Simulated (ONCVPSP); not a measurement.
# An ONCV potential for Ga, from input to tests

Task: generate the file, and judge it by its errors in other configurations, its logarithmic derivatives, its ghosts and its cutoff.

Program: ONCVPSP 4.0.1.1 (patched build). Reference atom: LDA (Perdew-Wang 92), scalar-relativistic, spherical and spin-unpolarised. All values are calculated.

### 1 Settings

Typed settings, in words:

```
element                 : gallium (Ga, Z = 31)
type                    : optimised norm-conserving Vanderbilt (ONCV)
frozen core             : [Ar]
valence charge          : 13
reference configuration : 3d10 4s2 4p1
partial waves           : 4s: rc 1.75 bohr, ncon 4, nbas 8, qcut 4.1 1/bohr, 2 projectors, debl 1.7 Ha; 4p: rc 2.30 bohr, ncon 5, nbas 9, qcut 3.7 1/bohr, 1 projector; 3d: rc 1.10 bohr, ncon 4, nbas 8, qcut 15.5 1/bohr, local; f scattering state at 0.11 Ha: rc 2.20 bohr, ncon 5, nbas 9, qcut 5.3 1/bohr, 2 projectors, debl 2.7 Ha
local potential         : the d channel
core correction         : Teter function, fcfact 5.75, rcfact 1.05
```

The nodes and maxima of the atom's own shells, from an earlier all-electron run, set the scale for the radii.

All-electron outer shells of the reference configuration (LDA (PZ), scalar-relativistic, ld1.x):

```tsv
shell	level (eV)	outermost node (bohr)	outermost maximum (bohr)
3s	-147.43	0.27	0.56
3p	-98.65	0.24	0.56
3d	-19.40	–	0.53
4s	-9.17	0.81	1.87
4p	-2.74	0.87	2.53
```

### 2 The generation run

Ga.dat

```
# ATOM AND REFERENCE CONFIGURATION
# atsym  z   nc   nv     iexc    psfile
  Ga 31.00    5    3  -001012      upf
#
#   n    l    f
    1    0    2.00
    2    0    2.00
    2    1    6.00
    3    0    2.00
    3    1    6.00
    3    2   10.00
    4    0    2.00
    4    1    1.00
#
# PSEUDOPOTENTIAL AND OPTIMIZATION
# lmax
    3
#
#   l,   rc,      ep,       ncon, nbas, qcut
    0    1.75    0.00    4    8    4.10
    1    2.30    0.00    5    9    3.70
    2    1.10    0.00    4    8   15.50
    3    2.20    0.11    5    9    5.30
#
# LOCAL POTENTIAL
# lloc, lpopt,  rc(5),   dvloc0
    2    5    1.10    0.00
#
# VANDERBILT-KLEINMAN-BYLANDER PROJECTORs
# l, nproj, debl
    0    2    1.70
    1    1    1.10
    2    0    1.90
    3    2    2.70
#
# MODEL CORE CHARGE
# icmod, fcfact, rcfact
    3    5.75    1.05
#
# LOG DERIVATIVE ANALYSIS
# epsh1, epsh2, depsh
   -2.00    5.00    0.02
#
# OUTPUT GRID
# rlmax, drl
    6.00    0.01
#
# TEST CONFIGURATIONS
# ncnf
    4
# nvcnf
#   n    l    f
    3
    3    2   10.00
    4    0    2.00
    4    1    0.00
#
    3
    3    2   10.00
    4    0    1.00
    4    1    0.00
#
    3
    3    2   10.00
    4    0    0.00
    4    1    0.00
#
    3
    3    2   10.00
    4    0    1.00
    4    1    1.00
#
```

Command:

```bash
$ oncvpsp.x < Ga.dat > Ga.out
```

What does the calculation give? Wanted: cutoffs for 1 and 0.1 mHa per electron, occupied waves; bound ghosts; GHOST(+) flags; largest test error; largest phase difference near zero energy, channels read; rms error of d²Exc/dn², without and with the model core.

As calculated:

| quantity | value |
| --- | --- |
| cutoffs for 1 and 0.1 mHa per electron, occupied waves | 91 Ha and 101 Ha |
| bound ghosts | s at -343.57 eV, p at -161.04 eV |
| GHOST(+) flags | f at 138 eV |
| largest test error (AE − PS) | -4.3 meV, for 3d10 4s1 4p0 (1 test unsolved) |
| largest phase difference near zero energy, channels read | 0.016 rad |
| rms error of d²Exc/dn², without and with the model core | 6.55 and 4.58 mHa |

In words: A bound ghost (s, p) makes it unfit for use: electrons can fall into a state that the atom doesn't have. The worst unpolarised test, 3d10 4s1 4p0, is off by 4.3 meV on 27.4 eV; by total energies transferability rates as very good where solved. Atomic tests can pass in spite of a ghost, since they solve only for the levels asked. Of the tests 1 gave no usable energy difference, which is a warning in itself. It counts as very hard, with 91 Ha needed at the looser tolerance. At the looser tolerance the 3d wave is the slowest; 4s needs 7 Ha. Near zero energy the phases of the channels with partial waves agree within 0.016 rad. The program also flags highly localised states, GHOST(+) (f). All of this concerns the isolated atom, not yet a solid.
